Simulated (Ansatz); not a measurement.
CH4F2Si, SMILES FC[SiH2]F, a geometry optimisation

Run with Ansatz's Python interface.

`opt.py`:
```python
import itertools

import ansatz as az
from ase.data import atomic_numbers, covalent_radii
import numpy as np

geometry_ang = [
    ('F', (-0.6883, 1.5708, -0.6662)),
    ('C', (-0.2376, 0.8613, 0.3422)),
    ('Si', (0.2119, -0.8043, -0.2791)),
    ('F', (-0.9926, -1.631, -0.6667)),
    ('H', (-0.9985, 0.804, 1.1035)),
    ('H', (0.6245, 1.4214, 0.7487)),
    ('H', (0.9799, -1.556, 0.8091)),
    ('H', (1.1928, -0.7233, -1.4473)),
]
molecule = az.Crystal.molecule()
for symbol, xyz in geometry_ang:
    molecule = molecule.atom(symbol, xyz)

model = molecule.calculation().basis(gaussian='def2-SVP').functional('hf').scf(lower_state_search='standard')
symbols = [site.symbol for site in molecule.cartesian_sites]
start = np.array([site.position_ang for site in molecule.cartesian_sites], dtype=float)
def progress(event):
    if event['event'] == 'relax_step':
        row = event['data']
        print(f'step {row["step"]:3d}  E = {row["lagrangian_ev"]:.6f} eV  largest force component {row["allowed_force_max_ev_ang"]:.4f} eV/A')


summary = model.relax(force_tolerance=0.02, max_steps=100).session().plan().execute(on_event=progress).report
end = np.array(summary['positions_ang'])

for key in ('converged', 'free_energy_ev', 'reference_energy_ev', 'n_frozen', 'n_occupied', 'n_virtual'):
    print(f'{key:22s} {summary[key]}')

radius = [covalent_radii[atomic_numbers[s]] for s in symbols]
span = lambda where, i, j: np.linalg.norm(where[i] - where[j])
bonded = [(i, j) for i, j in itertools.combinations(range(len(symbols)), 2) if min(span(start, i, j), span(end, i, j)) < 1.2 * (radius[i] + radius[j])]
print('pair        before    after (A)')
for i, j in bonded:
    print(f'{symbols[i]}{i}-{symbols[j]}{j}'.ljust(10), f'{span(start, i, j):8.4f} {span(end, i, j):8.4f}')
for first, second in list(itertools.combinations(bonded, 2)):
    shared = set(first) & set(second)
    if shared and symbols[(j := shared.pop())] != 'H':
        i, k = sorted((set(first) | set(second)) - {j})
        u, v = end[i] - end[j], end[k] - end[j]
        angle = np.degrees(np.arccos(np.clip(u @ v / np.linalg.norm(u) / np.linalg.norm(v), -1, 1)))
        print(f'final angle {symbols[i]}{i}-{symbols[j]}{j}-{symbols[k]}{k}: {angle:.2f} deg')

charges = summary['charge_distribution']
dipole = np.array(charges['dipole_moment_e_ang']) * 4.803205
print('dipole (D): {:.3f} {:.3f} {:.3f}, length {:.3f}'.format(*dipole, np.linalg.norm(dipole)))
print('atom  Mulliken   Lowdin')
for symbol, m, l in zip(symbols, charges['mulliken_charges_e'], charges['lowdin_charges_e']):
    print(f'{symbol:4s} {m:9.3f} {l:8.3f}')
with open('ch4f2si_opt.xyz', 'w') as handle:
    handle.write(f'{len(symbols)}\nrelaxed CH4F2Si\n')
    handle.writelines(f'{s:2s} {x:11.6f} {y:11.6f} {z:11.6f}\n' for s, (x, y, z) in zip(symbols, end))
```

```console
$ python opt.py
step   1  E = -14360.792906 eV  largest force component 5.8835 eV/A
step   2  E = -14361.151779 eV  largest force component 2.3643 eV/A
step   3  E = -14361.244105 eV  largest force component 0.3066 eV/A
step   4  E = -14361.247550 eV  largest force component 0.0515 eV/A
step   5  E = -14361.247838 eV  largest force component 0.0430 eV/A
step   6  E = -14361.248073 eV  largest force component 0.0043 eV/A
converged              True
free_energy_ev         -14361.248073044755
reference_energy_ev    -14361.248073044755
n_frozen               0
n_occupied             [21, 21]
n_virtual              [59, 59]
pair        before    after (A)
F0-C1        1.3128   1.3698
C1-Si2       1.8337   1.8901
C1-H4        1.0779   1.0920
C1-H5        1.1055   1.0931
Si2-F3       1.5115   1.6109
Si2-H6       1.5294   1.4753
Si2-H7       1.5276   1.4712
final angle F0-C1-Si2: 110.59 deg
final angle F0-C1-H4: 108.63 deg
final angle F0-C1-H5: 108.57 deg
final angle Si2-C1-H4: 111.14 deg
final angle Si2-C1-H5: 110.48 deg
final angle C1-Si2-F3: 109.17 deg
final angle C1-Si2-H6: 108.79 deg
final angle C1-Si2-H7: 110.95 deg
final angle H4-C1-H5: 107.33 deg
final angle F3-Si2-H6: 107.90 deg
final angle F3-Si2-H7: 108.27 deg
final angle H6-Si2-H7: 111.68 deg
dipole (D): 1.892 0.005 1.895, length 2.677
atom  Mulliken   Lowdin
F       -0.384   -0.054
C        0.056   -0.020
Si       1.019    0.416
F       -0.476   -0.101
H        0.054   -0.013
H        0.046   -0.014
H       -0.166   -0.110
H       -0.150   -0.103
```

File `ch4f2si_opt.xyz` afterwards:
```text
8
relaxed CH4F2Si
F    -0.701709    1.637227   -0.698616
C    -0.227252    0.878397    0.338353
Si    0.295409   -0.831577   -0.274262
F    -1.018097   -1.675420   -0.671424
H    -1.005985    0.802801    1.100205
H     0.621298    1.398458    0.790533
H     0.976080   -1.542534    0.824728
H     1.152356   -0.724452   -1.465316
```

Reading the output:
- The settings weren't tested for convergence.
- The end point is the stationary point reached from this start; no frequency run checks that it is a minimum, and the basis set is modest.
- The Löwdin charges here are taken after orthogonalising the functions within each atom; they differ from plain Löwdin charges, and their signs can be unphysical.
- Run time: 9.1 s on 1 thread of Arm Neoverse V1 (shared host), peak memory 0.21 GiB.

(Lines on the test bed's own set-up are left out of the output.)
